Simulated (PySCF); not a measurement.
# C2H8N2Si2: runs on many settings, part 2 of 2

PySCF 2.14.0. Atoms count from 0. Earlier steps stand in the parts before.

## 5. Spin-spin couplings: OPBE/aug-pcSseg-1

The job: settings as JSON, then the geometry in Å.

```
{"job": {"kind": "j", "xc": "OPBE", "basis": "aug-pcSseg-1", "scf": {"guess": "random", "max_cycle": 53}}, "charge": 0, "multiplicity": 1}
C      2.199105    -0.665911    -0.219389
Si     0.700938     0.429645     0.152482
C      0.361930     1.507305    -1.342381
N      0.150379     2.173207    -2.250155
N     -0.689261    -0.568007     0.378600
Si    -2.352066    -0.086280     0.553259
H      2.388071    -1.358773     0.595558
H      2.054795    -1.248448    -1.125170
H      3.092731    -0.065058    -0.354653
H      0.916686     1.354968     1.272751
H     -0.503837    -1.548004     0.512648
H     -2.723296     0.706508    -0.614789
H     -2.499607     0.709407     1.775211
H     -3.097246    -1.341032     0.643862
```

With the program's defaults for keys left out, this is: OPBE/aug-pcSseg-1 indirect spin-spin coupling, non-relativistic, gas phase.

The log of the run:

```text
start from random orthonormal orbitals
final grid: 111232 points
cycle   1  E = -657.9452333294  dE = -4.940e+02  |g| = 3.332e+01  |ddm| = 5.930e+03
cycle   2  E = -439.4021598758  dE =  2.185e+02  |g| = 1.498e+01  |ddm| = 1.084e+03
cycle   3  E = -589.2455264020  dE = -1.498e+02  |g| = 2.322e+01  |ddm| = 1.088e+03
cycle   4  E = -689.8868090217  dE = -1.006e+02  |g| = 2.007e+01  |ddm| = 5.900e+01
cycle   5  E = -720.4350610213  dE = -3.055e+01  |g| = 1.520e+01  |ddm| = 3.886e+01
cycle   6  E = -719.9162339055  dE =  5.188e-01  |g| = 1.301e+01  |ddm| = 1.973e+01
cycle   7  E = -738.4783273333  dE = -1.856e+01  |g| = 1.122e+01  |ddm| = 4.158e+01
cycle   8  E = -730.9467704538  dE =  7.532e+00  |g| = 9.781e+00  |ddm| = 3.083e+01
cycle   9  E = -758.4912473463  dE = -2.754e+01  |g| = 6.346e+00  |ddm| = 4.322e+01
cycle  10  E = -694.8504599796  dE =  6.364e+01  |g| = 1.040e+01  |ddm| = 5.000e+01
cycle  11  E = -725.4097316965  dE = -3.056e+01  |g| = 7.474e+00  |ddm| = 1.942e+02
cycle  12  E = -727.2367668887  dE = -1.827e+00  |g| = 8.188e+00  |ddm| = 1.928e+02
cycle  13  E = -755.3604652908  dE = -2.812e+01  |g| = 3.941e+00  |ddm| = 3.169e+01
cycle  14  E = -756.5715888847  dE = -1.211e+00  |g| = 4.214e+00  |ddm| = 3.725e+01
cycle  15  E = -766.5044231789  dE = -9.933e+00  |g| = 2.604e+00  |ddm| = 2.458e+01
cycle  16  E = -769.1041962770  dE = -2.600e+00  |g| = 9.267e-01  |ddm| = 4.477e+00
cycle  17  E = -768.9907904687  dE =  1.134e-01  |g| = 1.156e+00  |ddm| = 2.352e+00
cycle  18  E = -769.3324622280  dE = -3.417e-01  |g| = 2.320e-01  |ddm| = 1.613e+00
cycle  19  E = -769.3383621382  dE = -5.900e-03  |g| = 1.950e-01  |ddm| = 5.665e-01
cycle  20  E = -769.3452062575  dE = -6.844e-03  |g| = 8.330e-02  |ddm| = 2.723e-01
cycle  21  E = -769.3470208824  dE = -1.815e-03  |g| = 1.256e-02  |ddm| = 1.423e-01
cycle  22  E = -769.3470594058  dE = -3.852e-05  |g| = 7.888e-03  |ddm| = 4.236e-02
cycle  23  E = -769.3470760353  dE = -1.663e-05  |g| = 8.846e-04  |ddm| = 1.271e-02
cycle  24  E = -769.3470762579  dE = -2.226e-07  |g| = 2.585e-04  |ddm| = 2.076e-03
cycle  25  E = -769.3470762755  dE = -1.754e-08  |g| = 8.468e-05  |ddm| = 6.060e-04
cycle  26  E = -769.3470762774  dE = -1.910e-09  |g| = 1.501e-05  |ddm| = 2.103e-04
cycle  27  E = -769.3470762774  dE =  1.251e-11  |g| = 1.726e-05  |ddm| = 4.909e-05
converged SCF energy = -769.3470762774

Indirect spin-spin couplings (Hz)
  i      j    bonds     total        FC       PSO       DSO        SD
  0 C    1 Si   1    -60.662   -61.556     2.119    -0.091    -1.133
  0 C    2 C    2      1.510     1.547    -0.054     0.017         -
  0 C    3 N    3     -0.425    -0.466     0.012     0.023     0.006
  0 C    4 N    2     -0.752    -0.851     0.108     0.002    -0.012
  0 C    5 Si   3     -2.918    -2.866    -0.041     0.048    -0.058
  0 C    6 H    1    124.105   121.723     1.725     0.657         -
  0 C    7 H    1    129.578   127.312     1.603     0.663         -
  0 C    8 H    1    124.720   122.417     1.658     0.645         -
  0 C    9 H    2      4.892     5.160    -0.008    -0.260         -
  0 C   10 H    3      1.579     1.542    -0.121     0.157         -
  0 C   11 H    4     -0.206    -0.109     0.107    -0.204         -
  0 C   12 H    4     -0.238    -0.134     0.116    -0.221         -
  0 C   13 H    4      0.415     0.486     0.111    -0.182         -
  1 Si   2 C    1    -75.688   -76.421     1.505    -0.141    -0.630
  1 Si   3 N    2     -2.296    -3.370     0.628    -0.031     0.477
  1 Si   4 N    1     21.396    23.616    -2.578     0.052     0.306
  1 Si   5 Si   2      0.032     0.157     0.004    -0.017    -0.112
  1 Si   6 H    2      5.947     5.828     0.214     0.079    -0.174
  1 Si   7 H    2      8.480     8.255     0.251     0.079    -0.106
  1 Si   8 H    2      6.383     6.281     0.202     0.076    -0.176
  1 Si   9 H    1   -216.677  -216.854     1.064    -0.371    -0.515
  1 Si  10 H    2      0.700    -0.282     0.743     0.232     0.007
  1 Si  11 H    3     -0.633    -0.700     0.015     0.027     0.026
  1 Si  12 H    3     -0.226    -0.311     0.023     0.040     0.022
  1 Si  13 H    3     -8.648    -8.662    -0.192     0.272    -0.066
  2 C    3 N    1    -20.161   -17.711     2.026    -0.006    -4.470
  2 C    4 N    2     -2.520    -2.542     0.052    -0.015    -0.014
  2 C    5 Si   3     -0.142    -0.148     0.014    -0.017     0.009
  2 C    6 H    3      5.104     5.203     0.216    -0.315         -
  2 C    7 H    3      0.617     0.567    -0.073     0.123         -
  2 C    8 H    3     -0.050    -0.083    -0.048     0.081         -
  2 C    9 H    2     10.392    10.477    -0.086     0.001         -
  2 C   10 H    3      2.287     2.375     0.236    -0.325         -
  2 C   12 H    4      0.311     0.340     0.010    -0.039         -
  2 C   13 H    4     -0.220    -0.116     0.097    -0.201         -
  3 N    4 N    3      0.239     0.289    -0.022    -0.009    -0.019
  3 N    6 H    4     -0.222    -0.235    -0.144     0.144     0.014
  3 N    9 H    3     -1.107    -0.964    -0.265     0.133    -0.012
  4 N    5 Si   1     15.711    17.139    -1.886     0.042     0.416
  4 N    6 H    3     -0.041    -0.025    -0.019    -0.013     0.016
  4 N    7 H    3     -0.140    -0.134    -0.005    -0.013     0.012
  4 N    8 H    3     -2.627    -2.706    -0.080     0.158     0.001
  4 N    9 H    2     -3.567    -3.660    -0.002     0.087     0.008
  4 N   10 H    1    -74.585   -70.440    -3.063    -0.472    -0.610
  4 N   11 H    2     -2.361    -2.389    -0.035     0.062     0.002
  4 N   12 H    2     -1.906    -1.938    -0.042     0.075    -0.000
  4 N   13 H    2     -0.618    -0.682    -0.012     0.053     0.023
  5 Si   6 H    4      0.256     0.274    -0.121     0.152    -0.050
  5 Si   7 H    4      0.272     0.271    -0.108     0.138    -0.030
  5 Si   8 H    4     -1.334    -1.373    -0.163     0.221    -0.019
  5 Si   9 H    3     -0.129    -0.197    -0.021     0.072     0.017
  5 Si  10 H    2      2.468     1.705     0.517     0.295    -0.050
  5 Si  11 H    1   -194.314  -194.514     0.933    -0.238    -0.495
  5 Si  12 H    1   -184.249  -184.460     0.887    -0.226    -0.449
  5 Si  13 H    1   -182.642  -182.797     0.805    -0.219    -0.431
  6 H    7 H    2    -14.060   -14.323     2.751    -2.488         -
  6 H    8 H    2    -14.864   -15.121     2.788    -2.531         -
  6 H    9 H    3     -0.365    -0.072     0.357    -0.650         -
  6 H   10 H    4      0.233    -0.085    -0.923     1.241         -
  6 H   11 H    5     -0.199     0.127     0.617    -0.943         -
  6 H   12 H    5     -0.207     0.005     0.363    -0.575         -
  6 H   13 H    5     -0.198    -0.048     0.324    -0.474         -
  7 H    8 H    2    -14.785   -15.035     2.736    -2.486         -
  7 H    9 H    3      5.303     6.230     1.413    -2.340         -
  7 H   10 H    4      0.160    -0.060    -0.528     0.748         -
  7 H   12 H    5     -0.187     0.163     0.613    -0.963         -
  7 H   13 H    5     -0.199    -0.049     0.298    -0.447         -
  8 H    9 H    3      0.094     0.279     0.188    -0.373         -
  8 H   10 H    4     -0.208     0.019     1.068    -1.295         -
  8 H   11 H    5     -0.364    -0.091     0.596    -0.869         -
  8 H   12 H    5     -0.324    -0.032     0.571    -0.863         -
  8 H   13 H    5     -0.191     0.105     0.681    -0.977         -
  9 H   10 H    3     -0.177     0.523     1.368    -2.068         -
  9 H   12 H    4      0.698     0.402    -0.351     0.647         -
  9 H   13 H    4     -0.780    -0.197     0.692    -1.274         -
 10 H   11 H    3      2.401     3.171     1.653    -2.423         -
 10 H   12 H    3      0.167     0.798     1.369    -2.000         -
 10 H   13 H    3      4.353     4.111    -0.306     0.549         -
 11 H   12 H    2      4.010     5.209     0.867    -2.065         -
 11 H   13 H    2     -3.473    -2.117     0.949    -2.306         -
 12 H   13 H    2     -1.905    -0.621     0.934    -2.218         -
```

Run time: 75 s. Hardware: 1 thread of Arm Neoverse V2, shared host; peak memory 0.81 GiB.

Despite a poor start guess, the SCF converged in 27 cycles.

This basis has no tight s functions, so the Fermi-contact terms are rough.

Key values: J(Si1,H9) -216.7 Hz, J(Si5,H11) -187.1 Hz, J(C0,H6) 126.1 Hz (means over like pairs).

## 6. Spin-spin couplings: LC-wPBE/def2-SVP

Settings changed since step 5:

```diff
@@ -1,2 +1,2 @@
-{"job": {"kind": "j", "xc": "OPBE", "basis": "aug-pcSseg-1", "scf": {"guess": "random", "max_cycle": 53}}, "charge": 0, "multiplicity": 1}
+{"job": {"kind": "j", "xc": "LC-wPBE", "basis": "def2-SVP", "scf": {"conv": 1e-08}}, "charge": 0, "multiplicity": 1}
 C      2.199105    -0.665911    -0.219389
```

With the program's defaults for keys left out, this is: LC-wPBE/def2-SVP indirect spin-spin coupling, non-relativistic, gas phase.

The log of the run:

```text
final grid: 111232 points
cycle   1  E = -768.8369853086  dE =  4.031e-01  |g| = 5.591e-01  |ddm| = 3.668e+00
cycle   2  E = -768.8277072750  dE =  9.278e-03  |g| = 6.692e-01  |ddm| = 8.462e-01
cycle   3  E = -768.9203095483  dE = -9.260e-02  |g| = 7.998e-02  |ddm| = 4.555e-01
cycle   4  E = -768.9216282280  dE = -1.319e-03  |g| = 4.672e-02  |ddm| = 9.410e-02
cycle   5  E = -768.9221032022  dE = -4.750e-04  |g| = 7.571e-03  |ddm| = 4.956e-02
cycle   6  E = -768.9221202102  dE = -1.701e-05  |g| = 1.737e-03  |ddm| = 1.288e-02
cycle   7  E = -768.9221212168  dE = -1.007e-06  |g| = 5.196e-04  |ddm| = 3.592e-03
cycle   8  E = -768.9221213197  dE = -1.029e-07  |g| = 1.345e-04  |ddm| = 1.139e-03
cycle   9  E = -768.9221213282  dE = -8.502e-09  |g| = 3.340e-05  |ddm| = 3.521e-04
converged SCF energy = -768.9221213282

Indirect spin-spin couplings (Hz)
  i      j    bonds     total        FC       PSO       DSO        SD
  0 C    1 Si   1    -80.227   -80.573     1.764    -0.092    -1.327
  0 C    2 C    2      5.285     5.291    -0.024     0.019         -
  0 C    3 N    3     -0.917    -0.953     0.011     0.023     0.002
  0 C    4 N    2     -2.745    -2.822     0.083     0.002    -0.009
  0 C    5 Si   3     -3.354    -3.314    -0.032     0.048    -0.055
  0 C    6 H    1    152.502   150.483     1.354     0.665         -
  0 C    7 H    1    156.393   154.461     1.260     0.671         -
  0 C    8 H    1    154.394   152.433     1.308     0.653         -
  0 C    9 H    2      9.093     9.355    -0.006    -0.257         -
  0 C   10 H    3      2.455     2.357    -0.062     0.160         -
  0 C   11 H    4     -0.226    -0.101     0.077    -0.203         -
  0 C   12 H    4     -0.264    -0.126     0.083    -0.220         -
  0 C   13 H    4      0.467     0.565     0.083    -0.181         -
  1 Si   2 C    1    -85.837   -85.972     0.995    -0.144    -0.716
  1 Si   3 N    2      1.446     0.736     0.374    -0.032     0.367
  1 Si   4 N    1     27.778    29.572    -2.159     0.052     0.313
  1 Si   5 Si   2     -0.405    -0.279    -0.002    -0.017    -0.107
  1 Si   6 H    2      5.752     5.677     0.147     0.078    -0.149
  1 Si   7 H    2      8.041     7.855     0.191     0.078    -0.083
  1 Si   8 H    2      6.870     6.813     0.131     0.075    -0.149
  1 Si   9 H    1   -206.090  -206.447     0.893    -0.368    -0.168
  1 Si  10 H    2      1.126     0.255     0.654     0.230    -0.013
  1 Si  11 H    3     -0.427    -0.502     0.021     0.027     0.027
  1 Si  12 H    3      0.131     0.034     0.032     0.040     0.025
  1 Si  13 H    3     -6.384    -6.475    -0.129     0.272    -0.051
  2 C    3 N    1    -43.911   -39.720     1.651     0.004    -5.846
  2 C    4 N    2     -6.797    -6.798     0.034    -0.016    -0.016
  2 C    5 Si   3     -0.271    -0.271     0.010    -0.018     0.009
  2 C    6 H    3      7.307     7.470     0.147    -0.310         -
  2 C    7 H    3      0.919     0.847    -0.055     0.128         -
  2 C    8 H    3     -0.121    -0.165    -0.041     0.085         -
  2 C    9 H    2     16.237    16.322    -0.093     0.008         -
  2 C   10 H    3      3.160     3.315     0.165    -0.320         -
  2 C   12 H    4      0.272     0.310    -0.002    -0.037         -
  2 C   13 H    4     -0.303    -0.156     0.052    -0.200         -
  3 N    4 N    3      0.605     0.645    -0.016    -0.009    -0.015
  3 N    6 H    4     -0.270    -0.324    -0.105     0.144     0.015
  3 N    9 H    3     -1.511    -1.439    -0.208     0.134     0.001
  3 N   11 H    5     -0.162    -0.168     0.094    -0.052    -0.036
  4 N    5 Si   1     19.450    20.453    -1.467     0.042     0.421
  4 N    6 H    3     -0.095    -0.078    -0.019    -0.013     0.015
  4 N    7 H    3     -0.170    -0.165    -0.003    -0.013     0.011
  4 N    8 H    3     -3.391    -3.488    -0.059     0.158    -0.001
  4 N    9 H    2     -6.425    -6.534     0.008     0.086     0.016
  4 N   10 H    1    -91.164   -87.470    -2.962    -0.483    -0.248
  4 N   11 H    2     -5.063    -5.110    -0.024     0.061     0.010
  4 N   12 H    2     -4.416    -4.470    -0.031     0.074     0.010
  4 N   13 H    2     -2.443    -2.505    -0.016     0.053     0.025
  5 Si   6 H    4      0.241     0.237    -0.100     0.152    -0.048
  5 Si   7 H    4      0.263     0.246    -0.091     0.139    -0.030
  5 Si   8 H    4     -0.792    -0.868    -0.128     0.221    -0.018
  5 Si   9 H    3      0.178     0.120    -0.032     0.072     0.018
  5 Si  10 H    2      3.036     2.375     0.436     0.293    -0.067
  5 Si  11 H    1   -185.407  -185.794     0.795    -0.236    -0.172
  5 Si  12 H    1   -174.827  -175.274     0.784    -0.224    -0.113
  5 Si  13 H    1   -177.162  -177.658     0.810    -0.217    -0.097
  6 H    7 H    2    -14.327   -14.150     2.278    -2.456         -
  6 H    8 H    2    -14.822   -14.634     2.311    -2.499         -
  6 H    9 H    3     -0.503    -0.139     0.282    -0.647         -
  6 H   10 H    4      0.442    -0.120    -0.680     1.242         -
  6 H   11 H    5     -0.434     0.072     0.436    -0.942         -
  6 H   12 H    5     -0.319     0.004     0.251    -0.574         -
  6 H   13 H    5     -0.286    -0.047     0.235    -0.474         -
  7 H    8 H    2    -14.797   -14.609     2.265    -2.453         -
  7 H    9 H    3      4.544     5.896     0.983    -2.335         -
  7 H   10 H    4      0.268    -0.119    -0.364     0.750         -
  7 H   11 H    5     -0.230     0.008     0.194    -0.432         -
  7 H   12 H    5     -0.441     0.090     0.432    -0.962         -
  7 H   13 H    5     -0.281    -0.047     0.214    -0.447         -
  8 H    9 H    3     -0.086     0.114     0.171    -0.371         -
  8 H   10 H    4     -0.366     0.095     0.828    -1.289         -
  8 H   11 H    5     -0.481    -0.043     0.430    -0.868         -
  8 H   12 H    5     -0.436     0.017     0.409    -0.862         -
  8 H   13 H    5     -0.398     0.083     0.495    -0.976         -
  9 H   10 H    3     -0.512     0.571     0.978    -2.062         -
  9 H   12 H    4      0.350    -0.076    -0.219     0.645         -
  9 H   13 H    4     -1.042    -0.209     0.441    -1.274         -
 10 H   11 H    3      1.593     2.830     1.180    -2.417         -
 10 H   12 H    3     -0.330     0.676     0.988    -1.994         -
 10 H   13 H    3      4.374     3.997    -0.177     0.554         -
 11 H   12 H    2      7.724     9.262     0.528    -2.065         -
 11 H   13 H    2      0.764     2.518     0.551    -2.305         -
 12 H   13 H    2      2.223     3.884     0.558    -2.219         -
```

Wall time 29 s (1 thread of Arm Neoverse V2, shared host); peak memory 0.68 GiB.

This basis has no tight s functions, so the Fermi-contact terms are rough.

Key values: J(Si1,H9) -206.1 Hz, J(Si5,H11) -179.1 Hz, J(C0,H6) 154.4 Hz (means over like pairs).

## 7. Comparing the runs: spin-spin couplings

Couplings (Hz), each a mean over the pairs like the one named, with basis size and wall time:

| run | Si1–H9 | Si5–H11 | C0–H6 | N4–H10 | Si1–C2 | C0–Si1 | C2–N3 | functions | time |
| --- | --- | --- | --- | --- | --- | --- | --- | --- | --- |
| BLYP/def2-SVP | -211.5 | -186.3 | 169.2 | -96.2 | -76.6 | -74.2 | -42.3 | 132 | 15 s |
| OPBE/aug-pcSseg-1 | -216.7 | -187.1 | 126.1 | -74.6 | -75.7 | -60.7 | -20.2 | 242 | 75 s |
| LC-wPBE/def2-SVP | -206.1 | -179.1 | 154.4 | -91.2 | -85.8 | -80.2 | -43.9 | 132 | 29 s |

## 8. Outcome

What follows sums up all 2 parts.

| quantity | value |
| --- | --- |
| ¹³C shifts against TMS (mPW1PW91/pcSseg-1) | 125.7, -1.5 ppm |
| ¹H shifts against TMS (mPW1PW91/pcSseg-1, means over atoms taken as alike) | 5.00, 4.80, 0.46, -0.19 ppm |
| ²⁹Si shifts against TMS (mPW1PW91/pcSseg-1) | -41.6, -55.5 ppm |
| ¹⁵N shifts against NH3 (mPW1PW91/pcSseg-1) | 357.5, 2.3 ppm |
| potential on the surface of density 0.002 e/bohr³, 1st and 99th percentile | -1.77 V and 1.87 V |
| largest coupling of the table (BLYP/def2-SVP) | ¹J(Si,H) Si1–H9, -211.5 Hz |
| range of J(Si1,H9), mean over like pairs | -216.7 to -206.1 Hz |
| property runs in this session | 5, of which 1 failed and 0 gave unsound results |

What this shows: Single values in the summary come from the first sound run of each kind (mPW1PW91/pcSseg-1; BLYP/def2-SVP), which need not be the best level. C2 (nitrile carbon) lies farthest downfield among carbon, at 125.7 ppm; typical of a nitrile. At mPW1PW91/pcSseg-1: The largest span, 587 ppm, is at N3, where the paramagnetic term is -430 ppm. By nearest atom (mPW1PW91/pcSseg-1), the HOMO sits on N4 59 %; H12 11 % and the LUMO on N3 20 %; C2 20 %. Of the pairs tabulated at BLYP/def2-SVP, Si1–H9 couples most strongly (-211.5 Hz; Fermi contact -211.8 Hz). Couplings across rotatable bonds belong to this one conformer; where others are populated, the observed values are averages. The coupling Si1–H9, as a mean over pairs of its kind, runs from -216.7 Hz (OPBE/aug-pcSseg-1) to -206.1 Hz (LC-wPBE/def2-SVP). Couplings from bases without tight functions are rough.
